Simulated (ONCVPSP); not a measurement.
# An ONCV potential for Ga, from input to tests

Task: generate the file, and judge it by its errors in other configurations, its logarithmic derivatives, its ghosts and its cutoff.

Program: ONCVPSP 4.0.1. Reference atom: LDA (Perdew-Wang 92), scalar-relativistic, spherical and spin-unpolarised. All values are calculated.

**1. The design**

Typed settings, in words:

| Property | Result |
| --- | --- |
| element | gallium (Ga, Z = 31) |
| type | optimised norm-conserving Vanderbilt (ONCV) |
| frozen core | [Ar] 3d10 |
| valence charge | 3 |
| reference configuration | 4s2 4p1 |
| partial waves | 4s: rc 1.85 bohr, ncon 5, nbas 8, qcut 3.4 1/bohr, 1 projector; 4p: rc 1.75 bohr, ncon 4, nbas 8, qcut 5.6 1/bohr, 3 projectors, debl 1.7 Ha |
| local potential | polynomial inside 1.45 bohr (lpopt 5, dvloc0 4 Ha) |
| core correction | not asked for |

An earlier all-electron run gives the scale for the radii.

All-electron outer shells of the reference configuration (LDA (PZ), scalar-relativistic, ld1.x):

| shell | level (eV) | outermost node (bohr) | outermost maximum (bohr) |
| --- | --- | --- | --- |
| 3p | -98.65 | 0.24 | 0.56 |
| 3d | -19.40 | – | 0.53 |
| 4s | -9.17 | 0.81 | 1.87 |
| 4p | -2.74 | 0.87 | 2.53 |

**2. Generating the potential**

Ga.dat reads:

```
# ATOM AND REFERENCE CONFIGURATION
# atsym  z   nc   nv     iexc    psfile
  Ga 31.00    6    2  -001012      upf
#
#   n    l    f
    1    0    2.00
    2    0    2.00
    2    1    6.00
    3    0    2.00
    3    1    6.00
    3    2   10.00
    4    0    2.00
    4    1    1.00
#
# PSEUDOPOTENTIAL AND OPTIMIZATION
# lmax
    1
#
#   l,   rc,      ep,       ncon, nbas, qcut
    0    1.85    0.00    5    8    3.40
    1    1.75    0.00    4    8    5.60
#
# LOCAL POTENTIAL
# lloc, lpopt,  rc(5),   dvloc0
    4    5    1.45    4.00
#
# VANDERBILT-KLEINMAN-BYLANDER PROJECTORs
# l, nproj, debl
    0    1    0.60
    1    3    1.70
#
# MODEL CORE CHARGE
# icmod, fcfact, rcfact
    0    0.00    0.00
#
# LOG DERIVATIVE ANALYSIS
# epsh1, epsh2, depsh
   -2.00    5.00    0.02
#
# OUTPUT GRID
# rlmax, drl
    6.00    0.01
#
# TEST CONFIGURATIONS
# ncnf
    4
# nvcnf
#   n    l    f
    2
    4    0    2.00
    4    1    0.00
#
    2
    4    0    1.00
    4    1    0.00
#
    2
    4    0    2.00
    4    1    0.50
#
    2
    4    0    1.00
    4    1    1.00
#
```

On the command line:

```console
$ oncvpsp.x < Ga.dat > Ga.out
```

Before running it: what results should come out? Wanted: cutoffs for 1 and 0.1 mHa per electron, occupied waves; bound ghosts; GHOST(+) flags; largest test error; largest phase difference near zero energy, channels read.

As calculated:

```
                                                quantity                  value
  cutoffs for 1 and 0.1 mHa per electron, occupied waves        13 Ha and 34 Ha
                                            bound ghosts         p at -76.61 eV
                                          GHOST(+) flags     none at low energy
                            largest test error (AE − PS)  +130 meV, for 4s1 4p0
largest phase difference near zero energy, channels read              0.008 rad
```

**Reading.** A bound ghost (p) makes it unfit for use: electrons can fall into a state that the atom doesn't have. The worst unpolarised test, 4s1 4p0, is off by 130 meV on 27.4 eV; by total energies transferability rates as poor. By its cutoff, 13 Ha for the looser tolerance, it is soft on the atom at that tolerance. The tighter tolerance needs 34 Ha, and converged work needs a cutoff nearer that. At the looser tolerance the 4s wave is the slowest; 4p needs 5 Ha. Near zero energy the phases of the channels with partial waves agree within 0.008 rad.
